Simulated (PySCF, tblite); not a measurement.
**C₄H₈OSe: dynamics, then NMR shifts on frames**

How do NMR shifts of C₄H₈OSe (`C[Se]CCC=O`) change as the atoms move?

Programs: tblite 0.8.0 and PySCF 2.14.0, with density-fitted response routines of our own. Each step states its level of theory. These are calculated values for one molecule in the gas phase, unless marked as measured. Atoms are numbered from 0 throughout.

## 1. The starting structure

14 atoms, charge 0, multiplicity 1; geometry from: GFN2-xTB.

Bonds of the start (Å): C0–Se1 1.96, Se1–C2 1.97, C2–C3 1.52, C3–C4 1.50, C4–O5 1.20, C0–H6 1.09, C0–H7 1.09, C0–H8 1.09, C2–H9 1.09, C2–H10 1.09, C3–H11 1.09, C3–H12 1.09, C4–H13 1.11.

## 2. A short Langevin run with GFN2-xTB

What the job is given:

```
{"job": {"kind": "md", "xc": "GFN2-xTB", "basis": "xTB", "temperature": 300, "steps": 2000, "every": 50, "frames": 5}, "charge": 0, "multiplicity": 1}
C     -2.450761     0.101964    -0.159773
Se    -1.268792     0.735718    -1.582316
C      0.314115     1.110113    -0.473124
C      1.057112    -0.149200    -0.062478
C      2.238734     0.145614     0.816791
O      2.563421     1.227451     1.213387
H     -2.069226    -0.826385     0.257932
H     -3.426057    -0.071283    -0.605382
H     -2.523236     0.868084     0.608001
H     -0.023702     1.669813     0.400399
H      0.957164     1.756433    -1.071689
H      0.403465    -0.831570     0.489550
H      1.413077    -0.694075    -0.941448
H      2.814007    -0.763126     1.087983
```

Method: GFN2-xTB Langevin dynamics, gas phase.

Launch:

```console
$ OMP_NUM_THREADS=1 python probes_run.py task.json out
```

One launch serves the whole session: the jobs run in the order shown.

What it wrote:

```text
t/fs     T/K      E/eV
    0.0   232.4   -540.04165
   25.0   163.6   -539.78630
   50.0   167.7   -539.70405
   75.0   189.0   -539.76028
  100.0   248.5   -539.75446
  125.0   219.3   -539.72875
  150.0   237.6   -539.70264
  175.0   230.2   -539.65187
  200.0   356.9   -539.65443
  225.0   387.7   -539.61179
  250.0   323.7   -539.51099
  275.0   317.6   -539.60690
  300.0   276.9   -539.58753
  325.0   285.5   -539.42152
  350.0   342.5   -539.47766
  375.0   319.2   -539.40228
  400.0   273.0   -539.46847
  425.0   274.2   -539.47235
  450.0   307.5   -539.66417
  475.0   276.5   -539.56026
  500.0   187.6   -539.52845
  525.0   164.2   -539.48946
  550.0   205.8   -539.42489
  575.0   323.0   -539.53150
  600.0   365.2   -539.57607
  625.0   322.0   -539.46781
  650.0   228.4   -539.42817
  675.0   360.9   -539.69417
  700.0   264.8   -539.45873
  725.0   336.2   -539.59263
  750.0   318.5   -539.54967
  775.0   376.9   -539.62482
  800.0   341.6   -539.60065
  825.0   322.1   -539.59378
  850.0   269.8   -539.70534
  875.0   243.1   -539.51756
  900.0   337.1   -539.55677
  925.0   343.6   -539.60986
  950.0   306.7   -539.58031
  975.0   398.3   -539.59424
 1000.0   257.8   -539.62043
```

It took 29 s on 1 thread of Intel Xeon at 2.50GHz, shared host; peak memory 0.18 GiB.

Distance from the start (root mean square after alignment): 0 fs 0.00 Å, 200 fs 0.32 Å, 400 fs 0.35 Å, 600 fs 0.16 Å, 800 fs 0.26 Å, 1000 fs 0.82 Å.

Positions (Å) and forces (eV/Å) at 1000 fs:

```xyz
14

C    -2.101    0.052   -0.409    0.527   -0.212    1.303
Se   -0.701    1.188   -1.171    0.316   -0.517    0.286
C     0.605    0.684    0.266   -0.481    1.827    1.131
C     1.407   -0.562    0.115   -1.006   -0.345    0.489
C     2.008   -0.930    1.445    1.084   -1.783   -1.534
O     2.021   -0.324    2.450   -0.494    1.480    1.492
H    -3.008    0.091   -0.946   -0.699    0.102   -0.782
H    -2.296    0.365    0.618   -0.099    0.600    0.008
H    -1.788   -0.974   -0.246    0.287   -0.275   -0.687
H    -0.110    0.549    1.140    1.009    0.367   -0.690
H     1.297    1.562    0.466   -0.962   -0.785   -0.237
H     0.708   -1.324   -0.197   -0.236   -0.804    0.143
H     2.103   -0.543   -0.686    1.056    0.274   -0.451
H     2.569   -1.909    1.444   -0.301    0.071   -0.471
```

## 3. Shielding tensors: 250 fs, PBE0/pcSseg-1

What the job is given:

```
{"job": {"kind": "nmr", "xc": "PBE0", "basis": "pcSseg-1", "pop": false}, "charge": 0, "multiplicity": 1}
C     -2.407600    -0.523800    -0.811000
Se    -1.208900     0.986100    -1.363100
C      0.147100     0.802800     0.129900
C      0.810300    -0.571100    -0.081400
C      2.045300    -0.766500     0.825300
O      2.464500    -0.021200     1.653600
H     -1.911300    -1.470800    -0.763800
H     -3.198300    -0.616000    -1.551600
H     -2.799600    -0.203500     0.096300
H     -0.236600     0.893300     1.111200
H      0.787400     1.695700     0.075400
H     -0.015300    -1.295500     0.138600
H      1.147100    -0.746100    -1.079600
H      2.348800    -1.794300     0.896700
```

With the program's defaults for keys left out, this is: GIAO PBE0/pcSseg-1 NMR shielding, non-relativistic, gas phase.

What it wrote:

```text
coarse grid: 53008 points
cycle   1  E = -2633.0170288524  dE = -4.469e-01  |g| = 9.916e-01  |ddm| = 3.392e+00
cycle   2  E = -2632.6673914640  dE =  3.496e-01  |g| = 1.585e+00  |ddm| = 2.132e+00
cycle   3  E = -2633.1220800923  dE = -4.547e-01  |g| = 3.214e-01  |ddm| = 1.810e+00
cycle   4  E = -2633.1396958462  dE = -1.762e-02  |g| = 7.619e-02  |ddm| = 2.442e-01
cycle   5  E = -2633.1405240228  dE = -8.282e-04  |g| = 2.579e-02  |ddm| = 8.496e-02
cycle   6  E = -2633.1407029124  dE = -1.789e-04  |g| = 5.788e-03  |ddm| = 3.302e-02
cycle   7  E = -2633.1407106106  dE = -7.698e-06  |g| = 1.904e-03  |ddm| = 6.060e-03
final grid: 112096 points
cycle   8  E = -2633.1407524476  dE =  9.694e-07  |g| = 2.962e-03  |ddm| = 4.733e-03
cycle   9  E = -2633.1407484770  dE =  3.971e-06  |g| = 5.403e-03  |ddm| = 6.201e-03
cycle  10  E = -2633.1407542697  dE = -5.793e-06  |g| = 6.120e-04  |ddm| = 4.147e-03
cycle  11  E = -2633.1407543464  dE = -7.679e-08  |g| = 5.208e-05  |ddm| = 4.418e-04
cycle  12  E = -2633.1407543471  dE = -7.058e-10  |g| = 1.471e-05  |ddm| = 6.601e-05
converged SCF energy = -2633.1407543471

GIAO shielding tensors (ppm)
atom      isotropic    diamagn.    paramagn.     s11        s22        s33       span
  0 C      175.033     247.229     -72.196    151.605    178.660    194.835     43.230
  1 Se    1508.589    2998.010   -1489.421   1187.570   1378.126   1960.072    772.502
  2 C      156.485     248.114     -91.628    137.773    151.854    179.829     42.056
  3 C      130.997     253.380    -122.382     92.904    118.873    181.215     88.311
  4 C      -20.976     244.406    -265.382   -109.995    -50.910     97.977    207.972
  5 O     -390.851     399.852    -790.702  -1086.751   -472.601    386.800   1473.551
  6 H       30.113      30.924      -0.811     23.820     29.309     37.211     13.390
  7 H       30.187      28.064       2.123     24.660     26.705     39.196     14.535
  8 H       30.404      30.857      -0.452     23.345     28.227     39.641     16.296
  9 H       29.998      32.880      -2.882     25.147     28.640     36.208     11.061
 10 H       28.975      30.660      -1.685     23.049     26.867     37.010     13.960
 11 H       27.811      32.164      -4.353     23.113     28.029     32.291      9.178
 12 H       29.385      31.873      -2.488     26.214     28.217     33.724      7.510
 13 H       21.840      26.929      -5.089     19.205     20.316     25.999      6.794
```

Wall time 54 s (1 thread of Intel Xeon at 2.50GHz, shared host); peak memory 0.85 GiB.

The references, computed at this level on geometries of the same kind, shield at (ppm): 1H TMS 31.72, 13C TMS 186.9, 17O H2O 336.1, 77Se Me2Se 1758. Their shielding less the atom's gives the shift. The references are single molecules in the gas phase, so shifts against H2O, NH3, PH3, H3PO4 or CFCl3 are not on the usual liquid scales and can be off by tens of ppm. Each atom is listed at this fixed geometry, with no averaging over motion; a spectrum would average atoms that exchange fast.

```csv
atoms,environment,σ (ppm),δ (ppm)
C4,aldehyde carbonyl carbon,-21.0,207.9
C3,sp3 CH2 α to a carbonyl,131.0,55.9
C2,sp3 CH2 bonded to Se,156.5,30.4
C0,methyl carbon bonded to Se,175.0,11.9
H13,hydrogen on an aldehyde carbonyl carbon,21.84,9.88
H11,hydrogen on an sp3 CH2 α to a carbonyl,27.81,3.91
H10,hydrogen on an sp3 CH2 bonded to Se,28.98,2.74
H12,hydrogen on an sp3 CH2 α to a carbonyl,29.38,2.33
H9,hydrogen on an sp3 CH2 bonded to Se,30.00,1.72
H6,hydrogen on a methyl carbon bonded to Se,30.11,1.60
H7,hydrogen on a methyl carbon bonded to Se,30.19,1.53
H8,hydrogen on a methyl carbon bonded to Se,30.40,1.31
Se1,selenium bonded to 2 C,1509,250
O5,aldehyde oxygen,-390.9,726.9
```

Orbitals, density, ELF and potential are computed afterwards from the orbital file.

Frontier orbitals at PBE0/pcSseg-1, with the share of their density that lies nearest to each atom:

| orbital | energy (eV) | lies on |
| --- | --- | --- |
| HOMO | -6.20 | Se1 79 % |
| LUMO | -0.87 | C4 44 %; O5 33 %; H13 10 % |

ELF in a plane through or near 7 of the atoms.

Ten even steps from '0' (0.00) to '9' (1.00):
```
0000000000000000000000000000
0000000000000000000000000000
0000000000000000000000000000
0000000000143000256410000000
0000000000799401578850000000
0000000000899712689862000000
0000012310488555788741000000
0000135640153577556410000000
0000256740056266456421100000
0001466763469832378567860000
0000235613922620262489994000
0000003624867970388589993000
0000007997349990699858971000
0000049998017970699811210000
0000039996001410199500000000
0000003661000000011000000000
0000000000000000000000000000
0000000000000000000000000000
0000000000000000000000000000
0000000000000000000000000000
```
The map spans 12.0 Å across and 9.1 Å up, centred on the molecule. Atoms in the plane (x, y in Å): C0 (2.4, -0.3), C2 (-0.3, 1.1), C3 (-0.9, -0.3), C4 (-2.4, -0.5), H6 (1.9, -1.2), H7 (3.4, -0.4), H13 (-2.7, -1.5).

On the surface of density 0.002 e/bohr³ the electrostatic potential runs, from the 1st to the 99th percentile, from -1.46 V near O5 to 1.25 V near H11.

## 4. Nuclear shieldings: 425 fs, PBE0/pcSseg-1

What the job is given:

```
{"job": {"kind": "nmr", "xc": "PBE0", "basis": "pcSseg-1", "pop": false}, "charge": 0, "multiplicity": 1}
C     -2.297800    -0.534300    -0.898400
Se    -1.090500     0.999600    -1.258400
C      0.366000     0.679400     0.022700
C      0.852100    -0.734000    -0.167700
C      1.836000    -1.225700     0.960300
O      2.264900    -0.443200     1.815000
H     -1.805100    -1.556500    -0.924000
H     -3.049500    -0.422800    -1.667600
H     -2.641000    -0.389300     0.135700
H      0.165600     0.908300     1.054200
H      1.241300     1.279000    -0.306500
H      0.063000    -1.422100    -0.291200
H      1.370200    -0.669600    -1.129200
H      2.016700    -2.321000     0.957200
```

Level: GIAO PBE0/pcSseg-1 NMR shielding, non-relativistic, gas phase.

What it wrote:

```text
coarse grid: 53008 points
cycle   1  E = -2633.0072030876  dE = -5.103e-01  |g| = 1.012e+00  |ddm| = 3.379e+00
cycle   2  E = -2632.5310377101  dE =  4.762e-01  |g| = 1.769e+00  |ddm| = 2.155e+00
cycle   3  E = -2633.1224594785  dE = -5.914e-01  |g| = 3.400e-01  |ddm| = 1.852e+00
cycle   4  E = -2633.1421051844  dE = -1.965e-02  |g| = 8.543e-02  |ddm| = 2.548e-01
cycle   5  E = -2633.1431821814  dE = -1.077e-03  |g| = 2.828e-02  |ddm| = 9.337e-02
cycle   6  E = -2633.1433925669  dE = -2.104e-04  |g| = 6.172e-03  |ddm| = 3.400e-02
cycle   7  E = -2633.1434007160  dE = -8.149e-06  |g| = 2.135e-03  |ddm| = 5.923e-03
final grid: 112096 points
cycle   8  E = -2633.1433748376  dE =  1.675e-06  |g| = 3.652e-03  |ddm| = 5.265e-03
cycle   9  E = -2633.1433672181  dE =  7.619e-06  |g| = 7.296e-03  |ddm| = 7.700e-03
cycle  10  E = -2633.1433774912  dE = -1.027e-05  |g| = 7.332e-04  |ddm| = 5.194e-03
cycle  11  E = -2633.1433776076  dE = -1.165e-07  |g| = 5.631e-05  |ddm| = 5.185e-04
cycle  12  E = -2633.1433776084  dE = -8.231e-10  |g| = 1.523e-05  |ddm| = 6.912e-05
converged SCF energy = -2633.1433776084

GIAO shielding tensors (ppm)
atom      isotropic    diamagn.    paramagn.     s11        s22        s33       span
  0 C      170.918     249.726     -78.807    156.427    169.006    187.321     30.894
  1 Se    1632.075    2997.848   -1365.773   1310.440   1551.056   2034.729    724.288
  2 C      159.966     247.465     -87.499    147.529    152.836    179.535     32.006
  3 C      134.642     254.728    -120.086    100.736    123.163    180.027     79.291
  4 C      -34.879     247.730    -282.609   -137.740    -58.014     91.119    228.859
  5 O     -431.642     399.687    -831.329  -1144.032   -528.005    377.112   1521.144
  6 H       28.798      29.463      -0.665     23.233     27.795     35.366     12.133
  7 H       29.961      28.635       1.325     23.930     26.672     39.279     15.349
  8 H       29.091      29.531      -0.440     22.281     26.935     38.058     15.777
  9 H       29.161      31.854      -2.693     22.810     27.827     36.846     14.036
 10 H       28.856      30.942      -2.086     23.953     26.357     36.259     12.306
 11 H       29.755      35.133      -5.378     24.024     30.731     34.509     10.484
 12 H       28.797      31.647      -2.850     25.196     27.415     33.780      8.584
 13 H       20.752      26.175      -5.423     16.969     20.142     25.146      8.176
```

Run time: 34 s. Hardware: 1 thread of Intel Xeon at 2.50GHz, shared host; peak memory 0.87 GiB.

In short: δ C4 221.8, C3 52.3, C2 27.0, C0 16.0, H13 10.96, H12 2.92 ppm.

[end of part 1 of 2]
